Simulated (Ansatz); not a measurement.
This script drives Ansatz 0.2.0 through its Python package.

`f2sn.xyz`
```text
3

F    -1.35450    0.39370   -0.70690
Sn    0.27870    0.64100    0.22500
F     1.06480   -1.09950    0.46870
```

`freq_f2sn.py`:
```python
"""Harmonic frequencies of F2Sn at its relaxed geometry."""

from dataclasses import dataclass
import itertools

import ansatz as az
from ase.data import atomic_numbers, covalent_radii
import numpy as np


@dataclass(frozen=True)
class RunConfig:
    basis: str = "def2-SVP"
    xc: str = "pbe0"
    vdw: str = "d4"


opts = RunConfig()

molecule = az.Crystal.molecule_from_extxyz("f2sn.xyz")

calc = molecule.calculation().basis(gaussian=opts.basis).functional(opts.xc, dispersion=opts.vdw)
symbols = [site.symbol for site in molecule.cartesian_sites]
start = np.array([site.position_ang for site in molecule.cartesian_sites], dtype=float)
summary = calc.relax(force_tolerance=0.003).run(threads=1, pin="off").report
end = np.array(summary["positions_ang"])

# pairs closer than 1.2 times the sum of covalent radii, before or after
radius = [covalent_radii[atomic_numbers[s]] for s in symbols]
span = lambda where, i, j: np.linalg.norm(where[i] - where[j])
bonded = [(i, j) for i, j in itertools.combinations(range(len(symbols)), 2) if min(span(start, i, j), span(end, i, j)) < 1.2 * (radius[i] + radius[j])]
print("pair        before    after (A)")
for i, j in bonded:
    print(f"{symbols[i]}{i}-{symbols[j]}{j}".ljust(10), f"{span(start, i, j):8.4f} {span(end, i, j):8.4f}")
for first, second in list(itertools.combinations(bonded, 2)):
    shared = set(first) & set(second)
    if shared and symbols[(j := shared.pop())] != "H":
        i, k = sorted((set(first) | set(second)) - {j})
        u, v = end[i] - end[j], end[k] - end[j]
        angle = np.degrees(np.arccos(np.clip(u @ v / np.linalg.norm(u) / np.linalg.norm(v), -1, 1)))
        print(f"final angle {symbols[i]}{i}-{symbols[j]}{j}-{symbols[k]}{k}: {angle:.2f} deg")

# frequencies need a stationary point, so they are taken at the relaxed geometry
minimum = az.Crystal.molecule()
for symbol, place in zip(symbols, end):
    minimum = minimum.atom(symbol, place.tolist())
vibrating = (
    minimum.calculation()
    .basis(gaussian=opts.basis)
    .functional(opts.xc, dispersion=opts.vdw)
    .phonons(temperatures=(298.15, 498.15, 100))
)
vib = vibrating.run(threads=1, pin="off").report["vibrations"]
sums = vib["harmonic_sums"]
modes = [m["omega_inv_cm"] for m in sums["modes_at_gamma"] if m["rigid_motion"] == "no"]
for number, w in enumerate(modes, start=1):
    print(f"mode {number:2d} {w:9.1f} 1/cm {w / 8065.544 * 1000:8.2f} meV")
print("imaginary modes:", sum(w < 0 for w in modes), " zero-point energy:", round(sums["zero_point_energy_ev"], 4), "eV")
print("T (K)   F_vib (eV)   S_vib (meV/K)   C_vib (meV/K)")
for row in zip(sums["temperatures_k"], sums["vibrational_free_energy_ev"], vib["entropy_ev_per_k"], vib["heat_capacity_ev_per_k"]):
    print(f"{row[0]:6.1f} {row[1]:11.4f} {1000 * row[2]:13.4f} {1000 * row[3]:15.4f}")
```

It is started by `python freq_f2sn.py`. How long does it take on 1 thread of Arm Neoverse V1, on a shared host, and how much memory does it need?

It took about 23 s, with a peak of 0.19 GiB, for 2 runs of the engine.

Running `python freq_f2sn.py` prints:
```text
pair        before    after (A)
F0-Sn1       1.8966   1.9505
Sn1-F2       1.9253   1.9504
final angle F0-Sn1-F2: 95.88 deg
mode  1     194.3 1/cm    24.10 meV
mode  2     615.8 1/cm    76.35 meV
mode  3     625.1 1/cm    77.51 meV
imaginary modes: 0  zero-point energy: 0.089 eV
T (K)   F_vib (eV)   S_vib (meV/K)   C_vib (meV/K)
 298.1      0.0736        0.1309          0.1659
 398.1      0.0578        0.1837          0.1979
 498.1      0.0371        0.2302          0.2167
```

The frequencies are harmonic and unscaled, in a modest basis. The result belongs to the one conformer reached from this start, and soft torsions count as harmonic oscillators. def2 sets replace the cores of elements past krypton by effective core potentials.

(Lines on the test bed's own set-up are left out of the output.)
